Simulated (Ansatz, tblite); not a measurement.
**The cluster Hg₄O₅: rung by rung**

One table from this session's results is given with a row withheld; the runs are named, their logs left out.

Computed with Ansatz 0.2.0, Gaussian basis. Level: as each input shows.

Levels to be run: GFN1-xTB, GFN2-xTB, PBE-D4/def2-TZVP, r2SCAN-D4/def2-TZVP, ωB97X-V/def2-TZVP, B97M-V/def2-TZVP, r2SCANh-D4/def2-TZVP, PBE-D4/def2-SVP, PBE0-D4/def2-SVP, PBE0-D4/def2-TZVPD, PBE-D4/def2-TZVPD, MP2/def2-TZVP, RPA/def2-TZVP.

6 further runs of the same task are left out: 3 that didn't finish, 3 set aside as unsound or not needed. Runs told in other sessions of the task aren't counted.

## The geometry

The singlet was relaxed beforehand with B3LYP-D4/def2-SVP. At that level it is the lowest of the isomers that a small search found.

9 atoms, charge 0, spin multiplicity 1.

Bond lengths: Hg1–Hg4 2.998 Å, Hg2–O6 2.004 Å, Hg2–O7 2.089 Å, Hg3–Hg4 3.147 Å, Hg4–O6 2.175 Å, O5–O8 1.268 Å, O7–O9 1.313 Å. Angles: O6–Hg2–O7 159.6°, Hg1–Hg4–Hg3 98.4°, Hg1–Hg4–O6 136.5°, Hg3–Hg4–O6 119.6°, Hg2–O6–Hg4 93.4°, Hg2–O7–O9 105.8°.

Hg takes a core potential in the def2 sets. No spin-orbit coupling is included.

PBE0-D4/def2-TZVP was run before; its log isn't repeated, and its numbers join the tables.

The first run:

Tight binding, by tblite at 300 K electronic temperature and without a spin-polarisation term:

```python
tblite.interface.Calculator('GFN1-xTB', numbers, positions, charge=0, uhf=0).singlepoint()
```

Tight binding, by tblite at 300 K electronic temperature and without a spin-polarisation term:

```python
tblite.interface.Calculator('GFN2-xTB', numbers, positions, charge=0, uhf=0).singlepoint()
```

start.molden holds the orbitals of an earlier run on this state, given as this run's starting guess.

in.yaml reads:

```yaml
crystal:
  periodic: [false, false, false]
  atoms:
    - {symbol: Hg, position_ang: [-4.190356, -1.431413, -0.017171]}
    - {symbol: Hg, position_ang: [1.035319, 1.048401, 1.511878]}
    - {symbol: Hg, position_ang: [-0.842779, 0.582822, -2.545089]}
    - {symbol: Hg, position_ang: [-1.658021, 0.101329, 0.456302]}
    - {symbol: O, position_ang: [0.433653, -1.245780, -0.001466]}
    - {symbol: O, position_ang: [-0.873111, 1.410590, 2.005595]}
    - {symbol: O, position_ang: [2.676834, 0.302939, 0.456065]}
    - {symbol: O, position_ang: [1.105708, -1.056356, -1.060269]}
    - {symbol: O, position_ang: [2.312754, 0.287468, -0.805844]}
basis:
  gaussian: {orbitals: def2-TZVP, initial_orbitals: start.molden}
hamiltonian: {xc: pbe, dispersion: d4}
scf: {omitted_lower_state_checks: [starts]}
output: {orbitals: {seedname: orbitals}}
```

The run is started by

```console
> ansatz run in.yaml --threads 4 --pin off --events-out ev --progress --plain --max-ram 4787MiB
```

Steps of the session up to this table: PBE-D4/def2-TZVP; r2SCAN-D4/def2-TZVP; ωB97X-V/def2-TZVP; B97M-V/def2-TZVP; r2SCANh-D4/def2-TZVP; PBE-D4/def2-SVP; PBE0-D4/def2-SVP; PBE0-D4/def2-TZVPD; PBE-D4/def2-TZVPD; MP2/def2-TZVP; RPA/def2-TZVP.

One of the session's tables, all rows but one given; the rest of the session is left out.

| level | HOMO (eV) | LUMO (eV) | gap (eV) |
| --- | --- | --- | --- |
| PBE-D4/def2-SVP | -4.99 | -4.55 | 0.44 |
| PBE-D4/def2-TZVP | -5.12 | -4.66 | 0.45 |
| PBE-D4/def2-TZVPD | ? | ? | ? |
| r2SCAN-D4/def2-TZVP | -5.28 | -4.72 | 0.56 |
| B97M-V/def2-TZVP | -5.15 | -4.55 | 0.60 |
| r2SCANh-D4/def2-TZVP | -5.63 | -4.54 | 1.09 |
| PBE0-D4/def2-SVP | -5.92 | -4.11 | 1.81 |
| PBE0-D4/def2-TZVP | -6.01 | -4.19 | 1.82 |
| PBE0-D4/def2-TZVPD | -6.03 | -4.20 | 1.83 |
| ωB97X-V/def2-TZVP | -7.86 | -2.65 | 5.21 |

Q: Estimate the row for PBE-D4/def2-TZVPD from the others.

As computed: HOMO (eV): -5.14; LUMO (eV): -4.67; gap (eV): 0.46. In the column «HOMO (eV)» it lies between B97M-V/def2-TZVP (-5.15) and PBE-D4/def2-TZVP (-5.12).
